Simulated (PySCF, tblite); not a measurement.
# C₈H₁₀N+: vibronic structure

Aim: compute the vibronic structure of C₈H₁₀N+ (`C=Cc1ccc[n+](C)c1`).

Programs: tblite 0.8.0 and PySCF 2.14.0, with routines of our own; each step states its level. All values are computed. Atoms count from 0.

### Step 1. The starting structure

19 atoms, charge 1, multiplicity 1; geometry from: force field or distance geometry start.

### Step 2. Geometry optimisation with GFN2-xTB

Job settings and geometry (Å):

```
{"job": {"kind": "relax", "xc": "GFN2-xTB", "basis": "xTB"}, "charge": 1, "multiplicity": 1}
C      3.267100    -0.803100    -0.188100
C      1.999500    -1.194700    -0.065300
C      0.874900    -0.291100    -0.044800
C      0.989000     1.089100    -0.186800
C     -0.134800     1.900900    -0.156700
C     -1.416300     1.347100    -0.019500
N     -1.492000     0.016400     0.103200
C     -2.811800    -0.546500     0.263000
C     -0.400800    -0.799100     0.095600
H      4.098700    -1.484600    -0.187600
H      3.527000     0.256400    -0.302900
H      1.791200    -2.252400     0.054600
H      1.949600     1.555700    -0.284200
H     -0.001600     2.984300    -0.271900
H     -2.265200     2.016400    -0.007400
H     -2.784400    -1.648200     0.295000
H     -3.438500    -0.141800    -0.556700
H     -3.182200    -0.151400     1.246900
H     -0.579200    -1.844200     0.206300
```

The run is started by

```sh
$ OMP_NUM_THREADS=1 python excited_run.py task.json out
```

The driver reads the jobs from task.json and runs them one after another.

Log:

```text
step      E/eV     max force
  0    -672.24470    1.799
  1    -672.34415    0.759
  2    -672.37473    0.587
  3    -672.39818    0.380
  4    -672.41058    0.286
  5    -672.41909    0.179
  6    -672.42286    0.200
  7    -672.42538    0.112
  8    -672.42681    0.085
  9    -672.42769    0.078
 10    -672.42861    0.073
 11    -672.42966    0.081
 12    -672.43078    0.094
 13    -672.43190    0.084
 14    -672.43292    0.074
 15    -672.43377    0.063
 16    -672.43448    0.072
 17    -672.43512    0.075
 18    -672.43570    0.059
 19    -672.43615    0.043
 20    -672.43651    0.054
 21    -672.43685    0.060
 22    -672.43715    0.046
 23    -672.43737    0.037
 24    -672.43750    0.039
 25    -672.43759    0.033
 26    -672.43768    0.021
 27    -672.43775    0.021
 28    -672.43781    0.014
 29    -672.43785    0.016
 30    -672.43788    0.017
 31    -672.43791    0.014
 32    -672.43793    0.011
 33    -672.43794    0.008
```

It took 0.37 s on 1 thread of Intel Xeon Platinum 8259CL at 2.50GHz, shared host; peak memory 0.18 GiB.

Relaxation path: (not every step is listed)

| step | energy from step 0 (eV) | largest force (eV/Å) |
| --- | --- | --- |
| 0 | 0.0000 | 1.7988 |
| 1 | -0.0995 | 0.7593 |
| 2 | -0.1300 | 0.5875 |
| 3 | -0.1535 | 0.3800 |
| 4 | -0.1659 | 0.2859 |
| 5 | -0.1744 | 0.1789 |
| 6 | -0.1782 | 0.1999 |
| 7 | -0.1807 | 0.1124 |
| 8 | -0.1821 | 0.0846 |
| 10 | -0.1839 | 0.0734 |
| 12 | -0.1861 | 0.0938 |
| 14 | -0.1882 | 0.0742 |
| 16 | -0.1898 | 0.0720 |
| 18 | -0.1910 | 0.0595 |
| 20 | -0.1918 | 0.0544 |
| 22 | -0.1925 | 0.0460 |
| 24 | -0.1928 | 0.0385 |
| 26 | -0.1930 | 0.0211 |
| 28 | -0.1931 | 0.0137 |
| 29 | -0.1932 | 0.0162 |
| 30 | -0.1932 | 0.0170 |
| 31 | -0.1932 | 0.0139 |
| 32 | -0.1932 | 0.0110 |
| 33 | -0.1932 | 0.0081 |

Distances of close pairs at the start and the end, largest changes first:

| bond | before (Å) | after (Å) | change (Å) |
| --- | --- | --- | --- |
| C7–H17 | 1.123 | 1.091 | -0.032 |
| N6–C8 | 1.362 | 1.333 | -0.030 |
| C4–C5 | 1.403 | 1.381 | -0.022 |
| C0–H10 | 1.097 | 1.076 | -0.021 |
| C4–H13 | 1.098 | 1.078 | -0.019 |
| C7–H16 | 1.108 | 1.090 | -0.018 |
| C2–C8 | 1.380 | 1.396 | +0.016 |
| C7–H15 | 1.103 | 1.087 | -0.015 |

The end geometry stands in the next job.

### Step 3. Vibrational analysis with GFN2-xTB

Job settings and geometry (Å):

```
{"job": {"kind": "ir", "xc": "GFN2-xTB", "basis": "xTB"}, "charge": 1, "multiplicity": 1}
C      3.286360    -0.830492    -0.187634
C      2.005423    -1.165924    -0.058704
C      0.881500    -0.242806    -0.052415
C      1.002817     1.147486    -0.186599
C     -0.131465     1.940005    -0.168230
C     -1.373073     1.355229    -0.016781
N     -1.488177     0.027615     0.111371
C     -2.807883    -0.540807     0.279195
C     -0.408842    -0.754080     0.095781
H      4.054736    -1.583405    -0.181621
H      3.626034     0.184314    -0.302521
H      1.738751    -2.207757     0.053544
H      1.973238     1.600966    -0.304109
H     -0.059192     3.010793    -0.271024
H     -2.282404     1.936385     0.004740
H     -2.762042    -1.627220     0.275446
H     -3.462912    -0.212428    -0.528159
H     -3.238523    -0.210525     1.225951
H     -0.564148    -1.818098     0.204306
```

Log:

```text
mode    cm-1     km/mol
  1      27.8      0.69
  2      38.5      0.41
  3     180.0      0.02
  4     187.6      1.57
  5     212.3      0.12
  6     362.3      0.12
  7     385.3      2.61
  8     452.0      0.35
  9     454.2      0.13
 10     513.1      0.56
 11     569.5      0.51
 12     629.2      7.21
 13     682.5      7.70
 14     737.7      0.32
 15     803.9     34.22
 16     864.0      0.58
 17     904.1      0.37
 18     923.2      9.01
 19     934.0      0.16
 20     942.4      3.91
 21    1000.1     32.23
 22    1016.1      1.74
 23    1020.4      5.24
 24    1068.2      2.59
 25    1089.2      2.34
 26    1127.4      1.36
 27    1171.3      0.74
 28    1184.1      1.87
 29    1248.8      2.46
 30    1266.1      2.77
 31    1305.9      0.39
 32    1352.8     15.05
 33    1393.0     28.09
 34    1402.2     15.61
 35    1419.9     29.79
 36    1436.5     26.34
 37    1442.8      7.05
 38    1459.3     39.53
 39    1552.8     23.17
 40    1569.2     32.14
 41    1654.3     36.64
 42    3014.3      0.57
 43    3030.5      0.59
 44    3064.0      0.03
 45    3076.2      8.27
 46    3088.3      1.90
 47    3104.5      8.03
 48    3116.9      2.08
 49    3121.6     10.10
 50    3126.1      1.30
 51    3150.3      3.41
```

Run time: 1.1 s. Hardware: 1 thread of Intel Xeon Platinum 8259CL at 2.50GHz, shared host; peak memory 0.18 GiB.

The strongest bands and the atoms that carry them (share of the mass-weighted mode):

| cm⁻¹ | km/mol | atoms |
| --- | --- | --- |
| 804 | 34.2 | H14 24 %, H13 15 %, C2 14 %, H12 14 % |
| 1000 | 32.2 | H11 51 %, H10 39 % |
| 1393 | 28.1 | H9 34 %, H10 29 % |
| 1420 | 29.8 | C2 16 %, N6 15 %, H17 14 % |
| 1436 | 26.3 | H15 48 %, H17 24 %, H16 21 % |
| 1459 | 39.5 | C4 14 %, C2 14 %, H15 12 % |
| 1569 | 32.1 | C8 26 %, C4 23 %, N6 14 %, C3 10 % |
| 1654 | 36.6 | C1 48 %, C0 40 % |

### Step 4. Vibronic structure: TDDFT BHandHLYP/def2-SV(P)

The job, as its differences from that of step 3:

```diff
@@ -1,2 +1,2 @@
-{"job": {"kind": "ir", "xc": "GFN2-xTB", "basis": "xTB"}, "charge": 1, "multiplicity": 1}
+{"job": {"kind": "vib", "xc": "BHandHLYP", "basis": "def2-SV(P)", "tda": false}, "charge": 1, "multiplicity": 1}
 C      3.286360    -0.830492    -0.187634
```

With the program's defaults for keys left out, this is: TDDFT BHandHLYP/def2-SV(P) vertical-gradient vibronic structure (displaced harmonic oscillators, Condon), gas phase.

Log:

```text
final grid: 71280 points
cycle   1  E = -364.7786173301  dE =  2.205e+00  |g| = 4.680e-01  |ddm| = 4.691e+00
cycle   2  E = -364.7761239945  dE =  2.493e-03  |g| = 5.435e-01  |ddm| = 1.207e+00
cycle   3  E = -364.8499317011  dE = -7.381e-02  |g| = 6.891e-02  |ddm| = 6.005e-01
cycle   4  E = -364.8508903839  dE = -9.587e-04  |g| = 4.060e-02  |ddm| = 1.256e-01
cycle   5  E = -364.8513423410  dE = -4.520e-04  |g| = 4.292e-03  |ddm| = 4.684e-02
cycle   6  E = -364.8513469520  dE = -4.611e-06  |g| = 1.761e-03  |ddm| = 6.554e-03
cycle   7  E = -364.8513478802  dE = -9.283e-07  |g| = 7.420e-04  |ddm| = 2.337e-03
cycle   8  E = -364.8513480363  dE = -1.561e-07  |g| = 2.347e-04  |ddm| = 1.075e-03
cycle   9  E = -364.8513480533  dE = -1.693e-08  |g| = 9.048e-05  |ddm| = 3.748e-04
cycle  10  E = -364.8513480563  dE = -3.057e-09  |g| = 3.213e-05  |ddm| = 1.612e-04
cycle  11  E = -364.8513480567  dE = -3.572e-10  |g| = 1.107e-05  |ddm| = 4.498e-05
converged SCF energy = -364.8513480567

Singlet excitations (eV, f): 4.457 (0.1184)  5.334 (0.2501)  6.284 (0.3480)  6.905 (0.1897)  7.368 (0.0001)  7.635 (0.2768)

State S1  4.4568 eV  f = 0.11843  H->L 0.96
  relaxed dipole 2.726 D, largest gradient of the excitation energy 0.0818 Eh/bohr
  mode    cm-1        S   lambda/meV  Raman
   41   1654.3    0.5155     105.7   1.000
   39   1552.8    0.3410      65.6   0.583
   10    513.1    0.5260      33.5   0.098
    9    454.2    0.4829      27.2   0.071
   30   1266.1    0.1647      25.9   0.187
   22   1016.1    0.1803      22.7   0.132
   40   1569.2    0.0878      17.1   0.153
   33   1393.0    0.0646      11.2   0.089
   23   1020.4    0.0865      10.9   0.064
    5    212.3    0.1912       5.0   0.006
   28   1184.1    0.0329       4.8   0.033
   20    942.4    0.0321       3.8   0.020
  reorganisation energy 0.3482 eV, total S 2.844, 0-0 4.1087 eV
  absorption maximum 4.309 eV, width 0.546 eV

State S3  6.2837 eV  f = 0.34804  H-1->L 0.76, H->L+1 0.14
  relaxed dipole 0.981 D, largest gradient of the excitation energy 0.0518 Eh/bohr
  mode    cm-1        S   lambda/meV  Raman
   41   1654.3    0.1434      29.4   1.000
   22   1016.1    0.2081      26.2   0.548
   40   1569.2    0.1283      25.0   0.805
   10    513.1    0.3752      23.9   0.252
   30   1266.1    0.1305      20.5   0.533
   26   1127.4    0.0915      12.8   0.296
   23   1020.4    0.0937      11.9   0.249
   39   1552.8    0.0408       7.9   0.251
    9    454.2    0.1030       5.8   0.054
   11    569.5    0.0805       5.7   0.066
   38   1459.3    0.0310       5.6   0.168
   20    942.4    0.0476       5.6   0.108
  reorganisation energy 0.2073 eV, total S 1.685, 0-0 6.0763 eV
  absorption maximum 6.076 eV, width 0.280 eV

State S6  7.6348 eV  f = 0.27676  H-2->L 0.45, H-1->L+1 0.39, H->L+2 0.12
  relaxed dipole 3.396 D, largest gradient of the excitation energy 0.0392 Eh/bohr
  mode    cm-1        S   lambda/meV  Raman
   30   1266.1    0.2384      37.4   1.000
   22   1016.1    0.2218      27.9   0.599
   23   1020.4    0.1760      22.3   0.479
   41   1654.3    0.0904      18.5   0.647
   32   1352.8    0.0575       9.6   0.275
   29   1248.8    0.0500       7.7   0.204
   24   1068.2    0.0444       5.9   0.133
   20    942.4    0.0453       5.3   0.105
   27   1171.3    0.0360       5.2   0.129
    9    454.2    0.0920       5.2   0.050
   26   1127.4    0.0366       5.1   0.122
   14    737.7    0.0468       4.3   0.067
  reorganisation energy 0.1756 eV, total S 1.296, 0-0 7.4592 eV
  absorption maximum 7.459 eV, width 0.186 eV

State T1  2.9842 eV  f = 0.00000  H->L 0.71, H->L+1 0.15
  relaxed dipole 1.699 D, largest gradient of the excitation energy 0.1271 Eh/bohr
  mode    cm-1        S   lambda/meV  Raman
   41   1654.3    0.8838     181.3   1.000
   39   1552.8    0.7912     152.3   0.789
   40   1569.2    0.3549      69.0   0.361
   30   1266.1    0.2381      37.4   0.158
   33   1393.0    0.2111      36.5   0.169
   22   1016.1    0.2200      27.7   0.094
    9    454.2    0.3154      17.8   0.027
   24   1068.2    0.0588       7.8   0.028
   23   1020.4    0.0574       7.3   0.025
   10    513.1    0.0901       5.7   0.010
   38   1459.3    0.0275       5.0   0.024
   29   1248.8    0.0203       3.1   0.013
  reorganisation energy 0.5678 eV, total S 3.410, 0-0 2.4164 eV
  absorption maximum 2.810 eV, width 0.632 eV
```

Run time: 46 s. Hardware: 1 thread of Intel Xeon Platinum 8259CL at 2.50GHz, shared host; peak memory 0.88 GiB.

### Step 5. Outcome

| quantity | value |
| --- | --- |
| strongest single infrared mode (GFN2-xTB) | 1459 cm⁻¹, 40 km/mol |
| zero-point energy (GFN2-xTB) | 98.5 kcal/mol |
| S1: vertical, reorganisation, 0-0, total S (step 4, TDDFT BHandHLYP/def2-SV(P), modes from GFN2-xTB) | 4.46, 0.35, 4.11 eV; 2.8 |
| S3: vertical, reorganisation, 0-0, total S (step 4, TDDFT BHandHLYP/def2-SV(P), modes from GFN2-xTB) | 6.28, 0.21, 6.08 eV; 1.7 |
| S6: vertical, reorganisation, 0-0, total S (step 4, TDDFT BHandHLYP/def2-SV(P), modes from GFN2-xTB) | 7.63, 0.18, 7.46 eV; 1.3 |

In words: All 51 modes are real, so the xTB geometry is a minimum. The strongest single mode, at 1459 cm⁻¹, has its largest shares on C4, C2 and H15 (the list is cut at 3 atoms). Unscaled tight-binding wavenumbers are off by several per cent, some by more. Its intensities can rank the bands wrongly. The vibronic model keeps the ground-state modes (from xTB) and shifts them along the gradient alone, so it can miss much of the relaxation that a full optimisation finds.
